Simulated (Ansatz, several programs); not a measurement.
An ordered 8-atom cell of Ga₄AsN₃ on the zincblende lattice (R3m), relaxed with PBE in Ansatz (plane waves, PAW): the symmetry is R3m (No. 160, trigonal); conventional cell a = 3.388 Å, c = 34.490 Å, 14.29 Å³ an atom. N is surrounded by 4 Ga at 1.95–2.05 Å; N is surrounded by 4 Ga at 1.97–2.05 Å; N is surrounded by 4 Ga at 1.99–2.04 Å; As is surrounded by 4 Ga at 2.34–2.52 Å; Ga is surrounded by 4 N at 1.97–2.05 Å; Ga is surrounded by 4 N at 1.99–2.05 Å; Ga is surrounded by 3 N at 2.04 Å and 1 As at 2.52 Å; Ga is surrounded by 1 N at 1.95 Å and 3 As at 2.34 Å. The cell was then scaled with its shape and fractional coordinates held, which makes it stiffer than a relaxed compression. No spin polarisation. The prototype was imposed, so other structures may be more stable.

```tsv
V (Å³/atom)	E (meV/atom)
13.430	22.03
14.287	0.00
14.716	4.68
15.144	17.79
```

Problem. Pass a cubic E = c₀ + c₁u + c₂u² + c₃u³, with u = V − 14.394 Å³, through these points.

Solution. c₀ = 0.29, c₁ = +5.558, c₂ = 26.086, c₃ = -3.1852 (meV and Å³).

Problem. Where is the minimum, and what bulk modulus follows?

Solution. dE/du = 0 at u = -0.105, so V₀ = 14.29 Å³. B = V₀ d²E/dV² = 14.29 × (2c₂ + 6c₃u) = 14.29 × 54.170 = 774 meV/Å³, and 1 meV/Å³ is 0.16022 GPa: 124 GPa. A third-order Birch-Murnaghan fit to all five points gives 14.29 Å³ and 123 GPa.

Problem. Predict the energy and the pressure at the withheld volume, 13.858 Å³.

Solution. With u = -0.536: E ≈ 5.30 meV and P = −dE/dV ≈ +4.03 GPa. The run gives 5.20 meV and, from its stress, +3.98 GPa.
